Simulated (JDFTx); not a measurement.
A run of JDFTx 1.7.0 (patched build) is set up as follows.

File Al2Pd.in:

```
lattice \
    0.0000000000     5.5738144178     5.5738144178 \
    5.5738144178     0.0000000000     5.5738144178 \
    5.5738144178     5.5738144178     0.0000000000
coords-type Lattice
ion Pd     0.0005060000     0.0024200000    -0.0070730000 1
ion Al     0.7485570000     0.7483180000     0.7543820000 1
ion Al     0.2530280000     0.2490260000     0.2490430000 1

ion-species pseudo/Pd.upf
ion-species pseudo/Al.upf
elec-cutoff 41 328
elec-ex-corr gga-PBEsol
kpoint-folding 8 8 8
elec-smearing Fermi 0.0018374661
elec-n-bands 18
electronic-SCF nIterations 100 energyDiffThreshold 1e-09
electronic-minimize nIterations 30 energyDiffThreshold 1e-7
converge-empty-states yes
forces-output-coords Cartesian

dump-name run.$VAR
dump End Ecomponents EigStats BandEigs Kpoints Forces Stress
```

Potentials or basis: PseudoDojo-SR-PBEsol-0.4.1-standard with smoothed tails.

Run with:

```sh
$ jdftx -c 1 -i Al2Pd.in -o Al2Pd.out
```

Task: What does it give for the band gap on the k mesh?

Result: None (metal or under the smearing width).

Task: Estimate the largest force.

Result: 0.241 eV/Å.

Task: Estimate the Loewdin charges.

Result: Pd +0.68; Al -0.24 e.

Task: Predict the pressure.

Result: -0.7 GPa.

Stress tensor (GPa, compression positive):
```
-0.65 -0.31  0.04
-0.31 -0.68  0.28
 0.04  0.28 -0.65
```

Caveat: this set's palladium file may shift the pressure by some GPa.
